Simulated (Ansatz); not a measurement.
**Tl(OH) in a box, plane waves**

Ansatz 0.2.0, DFT PBE, scalar-relativistic, plane waves, PAW, molecule in a box. The geometry was relaxed with Gaussian bases (PBE0; Tl def2-SVP with ECP60, O def2-SVP, H def2-SVP).

```yaml
crystal:
  lattice:
    - [9.73, 0.0, 0.0]
    - [0.0, 9.0, 0.0]
    - [0.0, 0.0, 11.74]
  atoms:
    - { symbol: Tl, position: [0.49711202, 0.5, 0.38330494] }
    - { symbol: O, position: [0.46248715, 0.5, 0.56284583] }
    - { symbol: H, position: [0.53712127, 0.5, 0.61685434] }
basis:
  ecutwfc: 420
  ecutrho_ratio: 4
kpoints:
  mp_grid: { grid: [1, 1, 1] }
hamiltonian:
  xc: pbe
scf:
  occupations: { method: gaussian, width: 0.01 }
output:
  forces: true
  eigenvalues: true
  populations: true
```

Command:
```sh
ansatz run input.yaml --threads 2 --pin off --max-ram 5120MiB --backend cpu --events-out ev --progress --plain --runs-dir out
```
It took 1.9 s on 2 threads of Arm Neoverse V1, with other jobs on the host, peak memory 0.6 GiB.

(1) How does the SCF go?

(2) Which levels lie next to the highest filled one (eV, counted from it)?

(3) What forces are left at this geometry, relaxed with Gaussian bases (eV/Å)?

The highest of the empty levels listed lie near the vacuum level and may be states of the box.

The forces come from the other functional as well as from the basis.

Answers

(1) 
```
SCF iter   1: F=—  HF=-12026.433059 eV  |F-HF|=—  |Δ(HF+E_count)|=         —  Δρ=1.13e-3
preconditioner: auto → Resta (q_TF=auto, 1.415 Å⁻¹)  ε∞=1.2  [insulator: Δε(μ)=3.724 eV  Ē_g=10.632 eV  σ=0.010 eV  W_gap=1.00  n_
SCF iter   2: F=—  HF=-12026.433356 eV  |F-HF|=—  |Δ(HF+E_count)|=   2.97e-4  Δρ=1.22e-3
SCF iter   3: F=—  HF=-12026.431087 eV  |F-HF|=—  |Δ(HF+E_count)|=   2.27e-3  Δρ=3.68e-4
SCF iter   4: F=—  HF=-12026.431305 eV  |F-HF|=—  |Δ(HF+E_count)|=   2.18e-4  Δρ=1.15e-4
SCF iter   5: F=—  HF=-12026.431531 eV  |F-HF|=—  |Δ(HF+E_count)|=   2.27e-4  Δρ=2.65e-5
SCF iter   6: F=—  HF=-12026.431591 eV  |F-HF|=—  |Δ(HF+E_count)|=   5.92e-5  Δρ=8.86e-6
SCF iter   7: F=-12026.431591 eV  HF=-12026.431591 eV  |F-HF|=1.90e-9  |Δ(HF+E_count)|=   5.21e-7  Δρ=2.41e-6
```

(2) Filled: -16.89, -9.82, -9.82, -9.67, -9.57, -9.56, -5.06, -2.67, -0.19, 0.00. Empty: 3.60, 3.79, 4.97, 5.13.

(3) 
```
Tl   0.06  0.00 -0.32
O   -0.29  0.00  0.13
H    0.23  0.00  0.19
```
